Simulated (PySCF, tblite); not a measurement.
# C₉H₁₈Ge: geometry, infrared bands and NMR shifts, part 1 of 2

Wanted: the infrared bands and NMR shifts of C₉H₁₈Ge (`C/C=C(\C)[C@@H]1[GeH2][CH2]C[C@@H]1C`), by calculation.

Programs: tblite 0.8.0 and PySCF 2.14.0, with density-fitted response routines of our own. Each step states its level of theory. These are calculated values for one molecule in the gas phase, unless marked as measured. Atoms are numbered from 0 throughout.

## Step 1: Starting geometry

28 atoms, charge 0, multiplicity 1; geometry from: force field or distance geometry start.

Bonds of the start (Å): C0–C1 1.52, C1–C2 1.34, C2–C3 1.50, C2–C4 1.54, C4–Ge5 1.94, Ge5–C6 1.93, C6–C7 1.53, C7–C8 1.55, C8–C9 1.53, C8–C4 1.54, C0–H10 1.11, C0–H11 1.11, C0–H12 1.09, C1–H13 1.08, C3–H14 1.12, C3–H15 1.10, C3–H16 1.10, C4–H17 1.12, Ge5–H18 1.56, Ge5–H19 1.54, C6–H20 1.12, C6–H21 1.11, C7–H22 1.12, C7–H23 1.10, C8–H24 1.11, C9–H25 1.12, C9–H26 1.11, C9–H27 1.11.

## Step 2: Geometry optimisation with GFN2-xTB

Job settings and geometry (Å):

```
{"job": {"kind": "relax", "xc": "GFN2-xTB", "basis": "xTB"}, "charge": 0, "multiplicity": 1}
C      2.959600     0.129600     0.980000
C      1.556500     0.342200     0.438700
C      0.987600    -0.492400    -0.448800
C      1.726700    -1.683300    -0.990900
C     -0.446900    -0.242100    -0.940600
Ge    -0.683800     1.566900    -1.606200
C     -1.952400     2.035100    -0.234700
C     -1.881200     0.914400     0.811200
C     -1.556100    -0.433900     0.114200
C     -1.276500    -1.543700     1.135400
H      3.197600     0.943700     1.692700
H      3.012400    -0.840700     1.518300
H      3.682200     0.156100     0.160600
H      1.029900     1.205000     0.810200
H      2.006500    -2.352900    -0.141900
H      2.640100    -1.360200    -1.505000
H      1.112300    -2.278200    -1.687900
H     -0.666200    -0.922000    -1.802100
H      0.619300     2.409900    -1.489000
H     -1.333500     1.587600    -2.999200
H     -1.704600     3.019300     0.228500
H     -2.967500     2.077100    -0.682000
H     -2.853800     0.845100     1.353300
H     -1.118100     1.144100     1.562500
H     -2.480500    -0.729400    -0.433000
H     -2.178700    -1.718900     1.768600
H     -1.025800    -2.484100     0.602700
H     -0.426100    -1.266900     1.798700
```

The run is started by

```bash
> OMP_NUM_THREADS=1 python probes_run.py task.json out
```

The driver reads the jobs from task.json and runs them one after another.

The log of the run:

```text
step      E/eV     max force
  0    -825.42916    1.496
  1    -825.57974    0.548
  2    -825.62993    0.559
  3    -825.65572    0.386
  4    -825.67822    0.349
  5    -825.69757    0.265
  6    -825.71271    0.343
  7    -825.72612    0.282
  8    -825.73402    0.183
  9    -825.73799    0.105
 10    -825.74012    0.088
 11    -825.74178    0.079
 12    -825.74331    0.101
 13    -825.74466    0.088
 14    -825.74576    0.059
 15    -825.74667    0.065
 16    -825.74749    0.053
 17    -825.74827    0.059
 18    -825.74906    0.071
 19    -825.74992    0.090
 20    -825.75090    0.072
 21    -825.75199    0.079
 22    -825.75316    0.077
 23    -825.75437    0.109
 24    -825.75549    0.110
 25    -825.75640    0.063
 26    -825.75713    0.049
 27    -825.75782    0.070
 28    -825.75861    0.102
 29    -825.75949    0.095
 30    -825.76035    0.065
 31    -825.76111    0.053
 32    -825.76184    0.064
 33    -825.76261    0.077
 34    -825.76343    0.071
 35    -825.76423    0.068
 36    -825.76502    0.059
 37    -825.76586    0.077
 38    -825.76673    0.067
 39    -825.76747    0.062
 40    -825.76804    0.050
 41    -825.76854    0.067
 42    -825.76903    0.067
 43    -825.76947    0.048
 44    -825.76980    0.038
 45    -825.77005    0.036
 46    -825.77030    0.040
 47    -825.77059    0.048
 48    -825.77092    0.039
 49    -825.77127    0.044
 50    -825.77169    0.052
 51    -825.77227    0.076
 52    -825.77305    0.089
 53    -825.77397    0.065
 54    -825.77495    0.065
 55    -825.77604    0.071
 56    -825.77733    0.117
 57    -825.77863    0.115
 58    -825.77961    0.061
 59    -825.78021    0.061
 60    -825.78068    0.057
 61    -825.78119    0.077
 62    -825.78173    0.067
 63    -825.78218    0.042
 64    -825.78252    0.056
 65    -825.78285    0.050
 66    -825.78328    0.051
 67    -825.78365    0.038
 68    -825.78399    0.049
 69    -825.78432    0.054
 70    -825.78467    0.040
 71    -825.78502    0.032
 72    -825.78531    0.038
 73    -825.78556    0.053
 74    -825.78579    0.049
 75    -825.78602    0.036
 76    -825.78624    0.040
 77    -825.78645    0.037
 78    -825.78668    0.052
 79    -825.78693    0.048
 80    -825.78721    0.043
 81    -825.78752    0.047
 82    -825.78785    0.039
 83    -825.78818    0.050
 84    -825.78849    0.037
 85    -825.78880    0.042
 86    -825.78912    0.038
 87    -825.78946    0.037
 88    -825.78979    0.039
 89    -825.79007    0.041
 90    -825.79032    0.035
 91    -825.79057    0.038
 92    -825.79081    0.035
 93    -825.79104    0.044
 94    -825.79125    0.049
 95    -825.79148    0.037
 96    -825.79171    0.041
 97    -825.79194    0.031
 98    -825.79218    0.040
 99    -825.79244    0.045
100    -825.79276    0.051
101    -825.79309    0.045
102    -825.79334    0.031
103    -825.79353    0.026
104    -825.79371    0.032
105    -825.79388    0.035
106    -825.79402    0.023
107    -825.79412    0.023
108    -825.79424    0.027
109    -825.79438    0.031
110    -825.79453    0.029
111    -825.79466    0.027
112    -825.79476    0.026
113    -825.79486    0.026
114    -825.79499    0.027
115    -825.79514    0.032
116    -825.79526    0.027
117    -825.79535    0.017
118    -825.79543    0.018
119    -825.79552    0.019
120    -825.79562    0.020
121    -825.79572    0.023
122    -825.79580    0.023
123    -825.79589    0.027
124    -825.79600    0.027
125    -825.79613    0.022
126    -825.79624    0.018
127    -825.79631    0.018
128    -825.79637    0.017
129    -825.79644    0.017
130    -825.79650    0.012
131    -825.79654    0.012
132    -825.79656    0.009
```

Run time: 5.9 s. Hardware: 1 thread of Intel Xeon at 2.50GHz, shared host; peak memory 0.18 GiB.

Step by step: (not every step is listed)

```tsv
step	energy from step 0 (eV)	largest force (eV/Å)
0	0.0000	1.4955
1	-0.1506	0.5482
2	-0.2008	0.5593
3	-0.2266	0.3860
4	-0.2491	0.3486
5	-0.2684	0.2652
6	-0.2835	0.3426
7	-0.2970	0.2819
8	-0.3049	0.1835
19	-0.3208	0.0896
30	-0.3312	0.0647
41	-0.3394	0.0669
52	-0.3439	0.0894
63	-0.3530	0.0424
74	-0.3566	0.0485
85	-0.3596	0.0415
96	-0.3625	0.0411
107	-0.3650	0.0234
118	-0.3663	0.0185
127	-0.3671	0.0180
128	-0.3672	0.0166
129	-0.3673	0.0166
130	-0.3673	0.0121
131	-0.3674	0.0116
132	-0.3674	0.0095
```

Close pairs (by a distance rule), those that changed most:

```tsv
bond	before (Å)	after (Å)	change (Å)
Ge5–C6	1.926	1.987	+0.061
C4–Ge5	1.942	1.999	+0.057
Ge5–H18	1.556	1.507	-0.050
C2–C4	1.537	1.501	-0.036
C9–H25	1.116	1.089	-0.027
C6–H20	1.116	1.088	-0.027
C3–H14	1.117	1.090	-0.027
C9–H27	1.113	1.087	-0.026
```

The final coordinates are the input of the step that follows.

## Step 3: Harmonic vibrations with GFN2-xTB

Job settings and geometry (Å):

```
{"job": {"kind": "ir", "xc": "GFN2-xTB", "basis": "xTB"}, "charge": 0, "multiplicity": 1}
C      2.955501     0.308963     0.927029
C      1.617584     0.501964     0.285129
C      0.980731    -0.438209    -0.406554
C      1.613311    -1.788191    -0.604495
C     -0.375814    -0.219317    -1.009432
Ge    -0.744098     1.650627    -1.612086
C     -1.890197     2.035960    -0.035852
C     -1.702274     0.809191     0.856680
C     -1.542076    -0.436671    -0.017571
C     -1.382782    -1.694003     0.827481
H      3.244025     1.186785     1.498722
H      2.947749    -0.552696     1.595884
H      3.720887     0.125643     0.171228
H      1.168375     1.480710     0.403900
H      1.778859    -2.283082     0.352863
H      2.584890    -1.681213    -1.087320
H      0.992742    -2.432345    -1.221065
H     -0.501163    -0.924202    -1.835615
H      0.450108     2.546265    -1.815866
H     -1.518725     1.710203    -2.908806
H     -1.637813     2.953662     0.492158
H     -2.931967     2.118267    -0.347383
H     -2.550679     0.684975     1.533553
H     -0.804855     0.923341     1.467043
H     -2.455471    -0.537258    -0.619598
H     -2.261319    -1.839539     1.453750
H     -1.264343    -2.572298     0.196959
H     -0.512083    -1.610173     1.473476
```

The log of the run:

```text
mode    cm-1     km/mol
  1      51.3      0.22
  2      68.1      0.07
  3      88.4      0.10
  4     104.5      0.61
  5     126.0      0.27
  6     152.0      0.66
  7     197.2      0.17
  8     245.5      1.00
  9     249.7      1.30
 10     271.9      2.76
 11     293.5      4.21
 12     310.6      2.06
 13     346.4      4.29
 14     408.3     26.46
 15     434.5      5.38
 16     470.7      9.37
 17     496.6      6.31
 18     548.8     10.44
 19     586.5     44.66
 20     620.3    122.91
 21     635.3     51.10
 22     716.6     55.18
 23     760.0     44.31
 24     788.0      1.53
 25     826.9     14.44
 26     855.9    227.09
 27     883.5      8.67
 28     923.8      8.20
 29     960.4      1.61
 30    1000.6      0.55
 31    1020.0      1.29
 32    1028.4      2.98
 33    1034.5      0.58
 34    1049.9      0.32
 35    1053.1      9.16
 36    1088.7      3.93
 37    1098.8     19.51
 38    1122.3     11.64
 39    1140.4     13.01
 40    1174.4      0.43
 41    1192.1      6.34
 42    1218.9     16.48
 43    1245.5      3.19
 44    1270.6      5.39
 45    1294.0      3.11
 46    1316.7      8.14
 47    1338.3      4.78
 48    1350.1      1.01
 49    1407.2      1.90
 50    1411.5      0.82
 51    1413.9      4.98
 52    1465.2      1.23
 53    1481.0      0.19
 54    1486.6      2.23
 55    1492.7      4.60
 56    1493.6      3.01
 57    1497.0      1.70
 58    1505.6      3.07
 59    1507.4      1.39
 60    1713.9      1.42
 61    1903.4    329.41
 62    1980.8    512.69
 63    2883.3     55.57
 64    2929.7     53.28
 65    2958.1     27.72
 66    2969.9     74.01
 67    2976.3     47.27
 68    2983.7     32.09
 69    2987.4     16.95
 70    2993.6     11.57
 71    2995.0     42.05
 72    3003.1     25.66
 73    3019.4     52.45
 74    3024.3     79.51
 75    3032.1     39.01
 76    3038.9     32.58
 77    3047.0     16.58
 78    3048.3     56.79
```

Wall time 6.3 s (1 thread of Intel Xeon at 2.50GHz, shared host); peak memory 0.18 GiB.

Which atoms move in the most intense modes:

```tsv
cm⁻¹	km/mol	atoms
620	122.9	H19 27 %, C6 13 %
856	227.1	H18 44 %, H19 38 %
1903	329.4	H19 67 %, H18 32 %
1981	512.7	H18 66 %, H19 32 %
2883	55.6	H24 91 %
2970	74.0	H21 56 %, H22 29 %
3024	79.5	H13 83 %
3048	56.8	H10 84 %
```

## Step 4: Optimising the geometry at PBE0-D3(BJ)/def2-SVP

Job settings and geometry (Å):

```
{"job": {"xc": "PBE0", "basis": "def2-SVP", "d3": "d3bj", "grid": 1, "shake": 0.01, "kind": "geom"}, "charge": 0, "multiplicity": 1}
C      2.975910     0.283410     0.931210
C      1.611910     0.497440     0.282970
C      0.960530    -0.440530    -0.415210
C      1.646540    -1.785930    -0.608020
C     -0.378630    -0.226000    -1.019980
Ge    -0.748010     1.655450    -1.614470
C     -1.880620     2.033960    -0.035610
C     -1.686820     0.814640     0.851630
C     -1.543900    -0.431270     0.001780
C     -1.385480    -1.696440     0.837500
H      3.235160     1.183870     1.507550
H      2.953550    -0.551780     1.602590
H      3.692610     0.135860     0.161630
H      1.151690     1.483470     0.410910
H      1.774410    -2.293850     0.353120
H      2.584360    -1.667160    -1.079850
H      0.994680    -2.421230    -1.223120
H     -0.510420    -0.918360    -1.829790
H      0.447960     2.538440    -1.813570
H     -1.543660     1.717100    -2.903890
H     -1.654200     2.954280     0.482520
H     -2.924390     2.097930    -0.356530
H     -2.543580     0.696540     1.511970
H     -0.809840     0.926620     1.460950
H     -2.439560    -0.549170    -0.616050
H     -2.271800    -1.825480     1.453530
H     -1.268070    -2.589480     0.213780
H     -0.504560    -1.602640     1.484850
```

The log of the run:

```text
step   0  E = -2429.59182081  max force = 0.044488
step   1  E = -2429.60085407  max force = 0.008944
step   2  E = -2429.60122228  max force = 0.001444
step   3  E = -2429.60121178  max force = 0.002484
step   4  E = -2429.60125140  max force = 0.000981
step   5  E = -2429.60125575  max force = 0.000317
optimisation converged
```

It took 12 min on 1 thread of Intel Xeon at 2.50GHz, shared host; peak memory 1.2 GiB.

Step by step:

```tsv
step	energy from step 0 (eV)	largest force component (eV/Å)
0	0.0000	2.2877
1	-0.2458	0.4599
2	-0.2558	0.0743
3	-0.2555	0.1277
4	-0.2566	0.0504
5	-0.2567	0.0163
```

Close pairs (by a distance rule), those that changed most:

```tsv
bond	before (Å)	after (Å)	change (Å)
C3–H15	1.057	1.103	+0.046
C0–H12	1.062	1.104	+0.042
Ge5–H18	1.500	1.540	+0.040
C0–H11	1.072	1.104	+0.032
C7–H23	1.074	1.104	+0.030
Ge5–H19	1.516	1.545	+0.028
C4–H17	1.074	1.101	+0.027
C0–C1	1.525	1.498	-0.027
```

The end geometry stands in the next job.

```tsv
at the end point	value
point group (found at 0.08 Å tolerance)	C1
rotational constants (GHz, main isotopes)	1.213, 0.726, 0.598
dipole moment (D)	0.82
```

## Step 5: Shielding tensors: PBE0/pcSseg-1

Job settings and geometry (Å):

```
{"job": {"kind": "nmr", "xc": "PBE0", "basis": "pcSseg-1"}, "charge": 0, "multiplicity": 1}
C      3.144477     0.495421     0.912265
C      1.801093     0.705959     0.283846
C      1.141521    -0.225452    -0.428629
C      1.775142    -1.576793    -0.644755
C     -0.244835    -0.011028    -0.987532
Ge    -0.658756     1.833763    -1.585533
C     -1.774378     2.240266    -0.007819
C     -1.577157     1.016536     0.892995
C     -1.386494    -0.249706     0.046922
C     -1.197282    -1.493058     0.903187
H      3.461666     1.370723     1.495618
H      3.152798    -0.376039     1.589354
H      3.924824     0.305476     0.154264
H      1.347525     1.694557     0.412090
H      1.941937    -2.105227     0.309511
H      2.762795    -1.485415    -1.126945
H      1.152953    -2.225354    -1.276337
H     -0.392516    -0.703673    -1.830569
H      0.572118     2.738738    -1.777455
H     -1.483843     1.837911    -2.891237
H     -1.507271     3.184675     0.487768
H     -2.823070     2.327888    -0.333278
H     -2.423669     0.882086     1.587729
H     -0.680297     1.148735     1.522745
H     -2.312917    -0.383312    -0.544728
H     -2.059352    -1.643805     1.571668
H     -1.087869    -2.399010     0.287507
H     -0.298030    -1.400818     1.532687
```

With the program's defaults for keys left out, this is: GIAO PBE0/pcSseg-1 NMR shielding, non-relativistic, gas phase.

The log of the run:

```text
coarse grid: 98536 points
cycle   1  E = -2429.7064127720  dE =  2.247e-01  |g| = 9.715e-01  |ddm| = 4.763e+00
cycle   2  E = -2429.6540441551  dE =  5.237e-02  |g| = 1.042e+00  |ddm| = 1.348e+00
cycle   3  E = -2429.8137286283  dE = -1.597e-01  |g| = 1.161e-01  |ddm| = 8.922e-01
cycle   4  E = -2429.8161612491  dE = -2.433e-03  |g| = 6.015e-02  |ddm| = 1.713e-01
cycle   5  E = -2429.8169944334  dE = -8.332e-04  |g| = 1.465e-02  |ddm| = 6.737e-02
cycle   6  E = -2429.8170467376  dE = -5.230e-05  |g| = 4.550e-03  |ddm| = 1.850e-02
cycle   7  E = -2429.8170515422  dE = -4.805e-06  |g| = 9.647e-04  |ddm| = 5.215e-03
final grid: 210608 points
cycle   8  E = -2429.8171673776  dE = -1.254e-07  |g| = 1.236e-03  |ddm| = 5.321e-03
cycle   9  E = -2429.8171669405  dE =  4.371e-07  |g| = 1.855e-03  |ddm| = 3.390e-03
cycle  10  E = -2429.8171677356  dE = -7.951e-07  |g| = 2.352e-04  |ddm| = 1.906e-03
cycle  11  E = -2429.8171677500  dE = -1.438e-08  |g| = 4.668e-05  |ddm| = 2.928e-04
cycle  12  E = -2429.8171677504  dE = -4.461e-10  |g| = 6.805e-06  |ddm| = 5.075e-05
converged SCF energy = -2429.8171677504

GIAO shielding tensors (ppm)
atom      isotropic    diamagn.    paramagn.     s11        s22        s33       span
  0 C      168.952     245.254     -76.303    154.764    168.313    183.778     29.014
  1 C       53.961     257.228    -203.267    -54.791     68.010    148.664    203.455
  2 C       35.575     260.280    -224.705    -78.917     32.932    152.711    231.628
  3 C      158.536     247.313     -88.777    143.791    150.731    181.086     37.294
  4 C      142.097     249.278    -107.181    130.424    136.024    159.844     29.420
  5 Ge    1405.300    2757.224   -1351.924   1253.022   1411.639   1551.239    298.218
  6 C      175.267     251.249     -75.982    157.709    171.269    196.822     39.113
  7 C      150.042     250.107    -100.065    119.317    160.139    170.671     51.354
  8 C      140.808     248.810    -108.002    119.193    145.296    157.934     38.742
  9 C      164.800     247.644     -82.844    154.321    156.830    183.248     28.927
 10 H       29.629      27.351       2.278     24.919     28.034     35.934     11.015
 11 H       29.712      29.128       0.583     25.260     28.666     35.210      9.950
 12 H       29.668      27.667       2.001     25.242     27.683     36.079     10.836
 13 H       26.125      36.303     -10.178     21.338     24.032     33.004     11.667
 14 H       29.413      30.587      -1.174     26.724     27.136     34.378      7.654
 15 H       29.306      29.340      -0.033     25.155     27.087     35.678     10.523
 16 H       29.826      31.526      -1.700     25.607     29.988     33.883      8.276
 17 H       29.425      35.007      -5.582     25.271     28.345     34.660      9.389
 18 H       27.003      30.212      -3.209     20.604     22.669     37.736     17.132
 19 H       26.906      30.078      -3.172     20.686     21.225     38.808     18.122
 20 H       30.255      29.991       0.264     25.206     26.700     38.859     13.653
 21 H       30.449      30.296       0.153     24.775     27.303     39.270     14.495
 22 H       29.796      31.505      -1.709     23.577     28.848     36.963     13.386
 23 H       29.966      33.560      -3.595     26.890     28.840     34.168      7.278
 24 H       29.927      34.551      -4.625     25.766     28.278     35.736      9.970
 25 H       30.275      30.021       0.254     24.888     28.011     37.926     13.039
 26 H       30.224      31.394      -1.170     25.437     28.285     36.951     11.515
 27 H       30.630      32.202      -1.571     26.624     30.705     34.562      7.938
```

Run time: 5.6 min. Hardware: 1 thread of Intel Xeon at 2.50GHz, shared host; peak memory 1.4 GiB.

The references, computed at this level on geometries of the same kind, shield at (ppm): ¹H TMS 31.27, ¹³C TMS 184.4, ⁷³Ge GeMe4 1330. Their shielding less the atom's gives the shift. The references are single molecules in the gas phase. Atoms listed in one row are averaged.

```tsv
atoms	environment	σ (ppm)	δ (ppm)
C2	fully substituted alkene carbon	35.6	148.8
C1	alkene CH	54.0	130.4
C8	sp3 CH in a ring	140.8	43.6
C4	allylic sp3 CH bonded to Ge	142.1	42.3
C7	sp3 CH2 in a ring	150.0	34.4
C3	allylic methyl carbon	158.5	25.9
C9	methyl carbon	164.8	19.6
C0	allylic methyl carbon	169.0	15.5
C6	sp3 CH2 bonded to Ge	175.3	9.1
H13	hydrogen on an alkene CH	26.12	5.14
H19	hydrogen on a germanium bonded to 2 C, in a 5-membered ring	26.91	4.36
H18	hydrogen on a germanium bonded to 2 C, in a 5-membered ring	27.00	4.26
H17	hydrogen on an allylic sp3 CH bonded to Ge	29.43	1.84
H14, H15, H16	hydrogen on an allylic methyl carbon	29.52	1.75
H10, H11, H12	hydrogen on an allylic methyl carbon	29.67	1.60
H22	hydrogen on an sp3 CH2 in a ring	29.80	1.47
H24	hydrogen on an sp3 CH in a ring	29.93	1.34
H23	hydrogen on an sp3 CH2 in a ring	29.97	1.30
H20	hydrogen on an sp3 CH2 bonded to Ge	30.25	1.01
H25, H26, H27	hydrogen on a methyl carbon	30.38	0.89
H21	hydrogen on an sp3 CH2 bonded to Ge	30.45	0.82
Ge5	germanium bonded to 2 C, 2 H, in a 5-membered ring	1405	-75
```

Charges from the same density, by scheme (e):

```tsv
atoms	Mulliken	IAO	Hirshfeld	ESP fit
C0	-0.22	-0.42	-0.12	-0.52
C1	-0.21	-0.17	-0.06	-0.16
C2	-0.28	0.01	0.01	0.29
C3	-0.17	-0.42	-0.12	-0.54
C4	-0.41	-0.34	-0.10	-0.49
Ge5	0.43	0.59	0.32	0.31
C6	-0.44	-0.50	-0.15	-0.34
C7	-0.16	-0.25	-0.07	-0.13
C8	-0.31	-0.09	-0.02	0.37
C9	-0.18	-0.41	-0.12	-0.71
```

Mayer bond orders: C0–C1 1.09, C1–C2 1.86, C2–C3 1.08, C2–C4 1.00, C4–Ge5 0.89, Ge5–C6 0.96, C6–C7 1.01, C7–C8 0.98, C8–C9 1.06, C8–C4 0.97.

Ring of atoms C4, Ge5, C6, C7, C8: NICS(0) -5.4, NICS(1) -4.0, NICS(1)zz -3.3 ppm (means of both faces).

The fields below are evaluated on a grid from the run's orbitals.

Frontier orbitals at PBE0/pcSseg-1, with the share of their density that lies nearest to each atom:

```tsv
orbital	energy (eV)	lies on
HOMO	-6.44	C1, C2 about 29 % each; C4 6 %
LUMO	0.32	C1, C2 about 26 % each; H13 7 %
```

ELF in a plane through or near 7 of the atoms.

Ten even steps from ' ' (0.00) to '@' (1.00):
```
                                                        
                                                        
                                                        
                                                        
                              ..                        
        ::++==::      --++..    ......::::              
      ..@@@@@@%%--::==%%@@##..  ..==****==::::..        
      ::@@@@@@@@**##==++##++    ::####..**@@@@@@::      
        **%%%%**==++--==++..      ==**--%%@@@@@@==      
                  ..**%%##--......::==--==%%@@@@..      
                    ==****--::==++**--..  ..::::        
            ..**##++--==::  ::++====++::                
          ..%%@@@@@@==      ==%%++++##**::              
          ..@@@@@@@@--  ..==++**##------..              
            ::####--    ==@@@@%%++..                    
                        %%@@@@@@==..                    
                        ++%%@@**..                      
                            ..                          
                                                        
                                                        
```
The map spans 12.3 Å across and 11.0 Å up, centred on the molecule. Atoms in the plane (x, y in Å): C1 (-1.4, 1.0), C6 (2.5, 1.2), C8 (1.3, -1.0), H12 (-3.5, 1.5), H14 (-2.5, -1.5), H21 (3.6, 0.9), H26 (0.2, -2.9).

On the surface of density 0.002 e/bohr³ the electrostatic potential runs, from the 1st to the 99th percentile, from -0.54 V near C1 to 0.59 V near H16.

(Continued in part 2 of 2.)
